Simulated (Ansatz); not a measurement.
**BeGeH₂ (triplet): geometry optimisation**

Aim: relax a generated start of BeGeH₂ (triplet) and see which bonds hold.

Computed with Ansatz 0.2.0, Gaussian basis. Level: UKS PBE0/def2-TZVP.

**1. Where the work starts**

4 atoms, charge 0, spin multiplicity 3.

Atoms are counted from 1 here; the program's logs count them from 0.

Bond lengths: Ge1–Be2 2.116 Å, Ge1–H3 1.551 Å, Ge1–H4 1.551 Å. Angles: Be2–Ge1–H3 132.2°, Be2–Ge1–H4 132.2°, H3–Ge1–H4 95.6°.

The start was built by rule and, where that kept it together, relaxed with GFN2-xTB. Sticks and bond lists go by distance. No spin-orbit coupling is included. 

**2. Relaxation**

The input, in.yaml:

```yaml
crystal:
  periodic: [false, false, false]
  atoms:
    - {symbol: Ge, position_ang: [-0.202756, 0.000017, 0.000068]}
    - {symbol: Be, position_ang: [1.912753, -0.000156, -0.000641]}
    - {symbol: H, position_ang: [-1.244978, 1.149204, -0.001950]}
    - {symbol: H, position_ang: [-1.245163, -1.149001, 0.002784]}
basis:
  gaussian: {orbitals: def2-TZVP}
magnetization: {spin_polarized: true, initial_magnetization: 2}
hamiltonian: {xc: pbe0}
relax: {f_tol: 0.004, max_steps: 80}
```

Command:

```console
$ ansatz run in.yaml --threads 1 --pin off --events-out ev --progress --plain --max-ram 2176MiB
```

What does the calculation give? Wanted: energy gained; shift from the start; total energy; dipole moment; ⟨S²⟩.

The runs gave:

| quantity | value |
| --- | --- |
| steps | 5 |
| energy gained | 0.086 eV |
| shift from the start (rms) | 0.092 Å |
| total energy | -56941.3682 eV |
| dipole moment | 0.06 D |
| ⟨S²⟩ | 2.004 |

What this shows: By distance, Ge1–Be2 opened. Ge1–Be2 went from 2.116 to 2.160 Å. No vibrations were run, so this is a stationary point, not a proven minimum, and this spin need not be the ground state's.
